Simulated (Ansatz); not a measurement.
# ScZn: the cost of one run

Computed with Ansatz 0.2.0 (DFT PBEsol, with the methods named in each step, unless a step's input says otherwise).

1 further run of the same task is left out (it didn't finish).

## Step 1: The system as given

It takes space group Pm-3m (No. 221, cubic). The conventional cell has a = 3.350 Å, b = 3.350 Å, c = 3.350 Å, α = 90.00°, β = 90.00°, γ = 90.00°. Sc (site symmetry m-3m) has 8 Zn at 2.90 Å as nearest neighbours. Around Zn (site symmetry m-3m) lie 8 Sc at 2.90 Å.

As a file:

```cif
data_structure
_symmetry_space_group_name_H-M 'Pm-3m'
_symmetry_Int_Tables_number 221
_cell_length_a 3.3500
_cell_length_b 3.3500
_cell_length_c 3.3500
_cell_angle_alpha 90.000
_cell_angle_beta 90.000
_cell_angle_gamma 90.000
_cell_volume 37.60
loop_
_atom_site_label
_atom_site_type_symbol
_atom_site_symmetry_multiplicity
_atom_site_Wyckoff_symbol
_atom_site_fract_x
_atom_site_fract_y
_atom_site_fract_z
_atom_site_occupancy
Sc1 Sc 1 a 0.00000 0.00000 0.00000 1
Zn1 Zn 1 b 0.50000 0.50000 0.50000 1
```

The file gives the conventional cell by its symmetry; the runs use the cell typed in the input.

Whether this phase is the stable one at these pressures isn't tested.

Atoms are numbered in the order of the input: Sc1, Zn2.

## Step 2: The reference volume, LAPW

Input file input.yaml:

```yaml
crystal:
  lattice:
    - [3.35, 0.0, 0.0]
    - [0.0, 3.35, 0.0]
    - [0.0, 0.0, 3.35]
  atoms:
    - { symbol: Sc, position: [0.0, 0.0, 0.0] }
    - { symbol: Zn, position: [0.5, 0.5, 0.5] }
kpoints:
  mp_grid: { grid: [11, 11, 11] }
  band_path:
    path:
      - [0.0, 0.0, 0.0]
      - [0.0, 0.5, 0.0]
      - [0.5, 0.5, 0.0]
      - [0.0, 0.0, 0.0]
      - [0.5, 0.5, 0.5]
      - [0.0, 0.5, 0.0]
      - [0.5, 0.5, 0.5]
      - [0.5, 0.5, 0.0]
    npoints: 14
scf:
  occupations: { method: fermi_dirac, width: 0.05 }
hamiltonian:
  xc: pbesol
  pseudopotentials: { kind: all_electron, lapw: { basis_error: 0.001 } }
output:
  forces: true
  stress: true
  eigenvalues: true
  populations: true
```

On the command line:

```console
> ansatz run input.yaml --threads 1 --pin off --max-ram 2048MiB --backend cpu --events-out ev --progress --plain --runs-dir out
```

What time and memory should one allow on 1 thread of Arm Neoverse V1, shared host?

About 15 s, with a peak of 0.32 GiB.
